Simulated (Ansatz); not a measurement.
Task: a rigid scan of one bond length of CH6NOSb, SMILES [NH2][SbH][CH2]O, with the Ansatz DFT code, driven from Python. Give the script and its output. Use (for the species named): r2scan0, def2-SVP basis, multiplicity 1.

```xyz
10

N    -1.4970    1.0784   -0.2313
Sb    0.5162    1.2503   -0.5613
C     0.7737   -0.8229   -0.0416
O     0.3811   -1.6239   -1.0559
H    -1.6817    0.7458    0.7060
H    -1.9105    2.1176   -0.2451
H     0.8345    1.7789    1.0996
H     0.3062   -1.0142    0.9157
H     1.8977   -0.9922    0.1535
H     0.4629   -2.5690   -0.7366
```

Script `scan_ch6nosb.py`:
```python
"""Potential curve of CH6NOSb along one bond."""

import ansatz as az
import numpy as np


def main() -> None:
    geometry_ang = [
        ("N", (-1.497, 1.0784, -0.2313)),
        ("Sb", (0.5162, 1.2503, -0.5613)),
        ("C", (0.7737, -0.8229, -0.0416)),
        ("O", (0.3811, -1.6239, -1.0559)),
        ("H", (-1.6817, 0.7458, 0.706)),
        ("H", (-1.9105, 2.1176, -0.2451)),
        ("H", (0.8345, 1.7789, 1.0996)),
        ("H", (0.3062, -1.0142, 0.9157)),
        ("H", (1.8977, -0.9922, 0.1535)),
        ("H", (0.4629, -2.569, -0.7366)),
    ]
    molecule = az.Crystal.molecule()
    for symbol, xyz in geometry_ang:
        molecule = molecule.atom(symbol, xyz)

    symbols = [site.symbol for site in molecule.cartesian_sites]
    start = np.array([site.position_ang for site in molecule.cartesian_sites])
    axis = (start[1] - start[2]) / np.linalg.norm(start[1] - start[2])
    moving = [0, 1, 4, 5, 6]
    lengths, energies = [1.83, 1.98, 2.15, 2.37, 2.69, 3.23, 3.88, 4.74], []
    for length in lengths:
        xyz = start.copy()
        xyz[moving] += (length - np.linalg.norm(start[1] - start[2])) * axis
        point = az.Crystal.molecule()
        for symbol, place in zip(symbols, xyz):
            point = point.atom(symbol, place.tolist())
        calculation = point.calculation().basis(gaussian="def2-SVP").functional("R2SCAN0").accuracy("medium")
        r = calculation.run().report
        energies.append(r["free_energy_ev"])
        print(f"r = {length:6.3f} A  E = {energies[-1]:.5f} eV  <S^2> = {abs(r['mean_field']['state']['spin_squared']):.3f}")

    print("energy above the lowest point (eV):", [round(e - min(energies), 3) for e in energies])


if __name__ == "__main__":
    main()
```

Running `python scan_ch6nosb.py` prints:
```text
r =  1.830 A  E = -11201.43328 eV  <S^2> = 0.000
r =  1.980 A  E = -11202.43474 eV  <S^2> = 0.000
r =  2.150 A  E = -11202.76467 eV  <S^2> = 0.000
r =  2.370 A  E = -11202.57254 eV  <S^2> = 0.000
r =  2.690 A  E = -11201.84457 eV  <S^2> = 0.000
r =  3.230 A  E = -11200.54992 eV  <S^2> = 0.000
r =  3.880 A  E = -11199.45203 eV  <S^2> = 0.000
r =  4.740 A  E = -11198.65623 eV  <S^2> = 0.000
energy above the lowest point (eV): [1.331, 0.33, 0.0, 0.192, 0.92, 2.215, 3.313, 4.108]
```

Caveats:
- The settings weren't tested for convergence.
- The rest of the molecule is held rigid at a force-field or estimated start geometry, and the basis set is modest; single-reference methods fail as a bond breaks.
- def2 sets replace the cores of elements past krypton by effective core potentials.
- The orbitals are restricted, so S² is zero by construction.
- Toward dissociation an unrestricted state can lie under the restricted one, by tenths of an eV for polar bonds under a functional and by 1 to 2 eV or more for others.
- Wall time of the script: 35 s on 1 thread of Intel(R) Xeon(R) Processor @ 2.30GHz (shared host), peak memory 0.33 GiB.
